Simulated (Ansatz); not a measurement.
# Mg3CdTe4: the cost of one run

Method: DFT PBE, scalar-relativistic, plane waves, PAW, in Ansatz 0.2.0.

1 further run of the same task is left out (it didn't finish).

**1. The structure to begin with**

It takes space group P3m1 (No. 156, trigonal). Conventional cell: a = 4.218 Å, b = 4.218 Å, c = 13.842 Å, α = 90.00°, β = 90.00°, γ = 120.00°. Mg (site symmetry 3m) has 4 Te at 2.59 Å as nearest neighbours. Around Cd (site symmetry 3m) lie 4 Te at 2.59 Å. Te (site symmetry 3m) has 4 Mg at 2.59 Å as nearest neighbours. Te (site symmetry 3m) has 3 Mg at 2.59 Å and 1 Cd at 2.59 Å as nearest neighbours. Te (site symmetry 3m) has 3 Cd at 2.59 Å and 1 Mg at 2.59 Å as nearest neighbours.

Coordinates:

```
Mg Cd Te
1.0
     4.21789    0.00000    0.00000
    -2.10895    3.65280    0.00000
     0.00000    0.00000   13.84174
Mg Cd Te
3 1 4
Direct
  0.33333 0.66667 0.00018
  0.66667 0.33333 0.25018
  0.66667 0.33333 0.75018
  0.33333 0.66667 0.50018
  0.33333 0.66667 0.18732
  0.33333 0.66667 0.68732
  0.66667 0.33333 0.43732
  0.66667 0.33333 0.93732
```

The start is an ordering of an alloy on its end members' structure types: elements ordered on the sites of the CdTe type, Cd/Mg on Cd (P3m1, No. 156).

**2. A first look at the guess**

input.yaml

```yaml
crystal:
  lattice:
    - [4.21789228, 0.0, 0.0]
    - [-2.10894614, 3.65280186, 0.0]
    - [0.0, 0.0, 13.84174079]
  atoms:
    - { symbol: Mg, position: [0.33333333, 0.66666667, 0.00018228] }
    - { symbol: Mg, position: [0.66666667, 0.33333333, 0.25018228] }
    - { symbol: Mg, position: [0.66666667, 0.33333333, 0.75018228] }
    - { symbol: Cd, position: [0.33333333, 0.66666667, 0.50018228] }
    - { symbol: Te, position: [0.33333333, 0.66666667, 0.18731771] }
    - { symbol: Te, position: [0.33333333, 0.66666667, 0.68731771] }
    - { symbol: Te, position: [0.66666667, 0.33333333, 0.43731771] }
    - { symbol: Te, position: [0.66666667, 0.33333333, 0.93731771] }
basis:
  ecutwfc: 420
kpoints:
  mp_grid: { grid: [6, 6, 2] }
hamiltonian:
  xc: pbe
scf:
  occupations: { method: gaussian, width: 0.1 }
  lower_state_search: "off"
output:
  forces: true
  stress: true
  eigenvalues: true
```

On the command line:

```
ansatz run input.yaml --threads 1 --pin off --max-ram 2560MiB --backend cpu --events-out ev --progress --plain --runs-dir out
```

Q: Estimate wall time and peak memory on 1 thread of Intel Xeon at 2.50GHz (Skylake/Cascade Lake), shared host.

About 26 s, with a peak of 0.52 GiB.
